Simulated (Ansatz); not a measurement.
Working through vertical and adiabatic energies of changing the electron count of CdP

Program: the Ansatz DFT code, driven from Python.

Run as a notebook:

In [1]:
```python
from dataclasses import dataclass
import itertools

import ansatz as az
from ase.data import atomic_numbers, covalent_radii
import numpy as np
```

In [2]:
```python
@dataclass
class Settings:
    basis: str = "def2-TZVP"
    xc: str = "CAM-B3LYP"
    net_charge: int = 1
```

In [3]:
```python
opts = Settings()
```

In [4]:
```python
geometry = (
    az.Crystal.molecule()
    .atom("Cd", [0.0, 0.0, 0.0])
    .atom("P", [0.0, 0.0, 2.465])
)
```

In [5]:
```python
calculation = (
    geometry.calculation()
    .basis(gaussian=opts.basis)
    .functional(opts.xc)
    .spin("collinear", total=1)
)
symbols = [site.symbol for site in geometry.cartesian_sites]
start = np.array([site.position_ang for site in geometry.cartesian_sites], dtype=float)
r = calculation.relax(force_tolerance=0.01, max_steps=100).run(threads=1, backend="cpu").report
end = np.array(r["positions_ang"])
```

In [6]:
```python
minimum = az.Crystal.molecule()
for symbol, place in zip(symbols, end):
    minimum = minimum.atom(symbol, place.tolist())
ion = (
    minimum.calculation()
    .basis(gaussian=opts.basis)
    .functional(opts.xc)
    .charge(opts.net_charge)
)
vertical = ion.run(threads=1, backend="cpu").report
settled = ion.relax(force_tolerance=0.01, max_steps=80).run(threads=1, backend="cpu").report
print(f"vertical ionisation energy   {vertical['free_energy_ev'] - r['free_energy_ev']:.3f} eV")
print(f"adiabatic, no zero point     {settled['free_energy_ev'] - r['free_energy_ev']:.3f} eV")
print(f"relaxation energy of the ion {vertical['free_energy_ev'] - settled['free_energy_ev']:.3f} eV")
ionised = np.array(settled["positions_ang"])
# pairs closer than 1.2 times the sum of covalent radii, before or after
radius = [covalent_radii[atomic_numbers[s]] for s in symbols]
span = lambda where, i, j: np.linalg.norm(where[i] - where[j])
bonded = [(i, j) for i, j in itertools.combinations(range(len(symbols)), 2) if min(span(end, i, j), span(ionised, i, j)) < 1.2 * (radius[i] + radius[j])]
print("pair        before    after (A)")
for i, j in bonded:
    print(f"{symbols[i]}{i}-{symbols[j]}{j}".ljust(10), f"{span(end, i, j):8.4f} {span(ionised, i, j):8.4f}")
```
```text
vertical ionisation energy   8.698 eV
adiabatic, no zero point     8.636 eV
relaxation energy of the ion 0.062 eV
pair        before    after (A)
Cd0-P1       2.5924   2.4497
```

Notes:
- The settings weren't tested for convergence.
- The energies are electronic: no zero-point or thermal terms, and the basis set is short of its limit. The product may relax into another structure. The relaxation finds the nearest minimum, so the adiabatic value is an upper bound.
- def2 sets replace the cores of elements past krypton by effective core potentials.
- The species is open-shell (spin multiplicity 2).
- The expectation value of S² is noticeably off S(S+1) in at least one run, so that state is spin-contaminated.
- Only the spin states typed were run; another state of an ion can lie lower, by up to an eV or two.
- The spin state was assumed, and another may lie lower.
- Run time: 2.4 min on 1 thread of Arm Neoverse N1 (shared host), peak memory 0.31 GiB.

(Lines on the test bed's own set-up are left out of the output.)
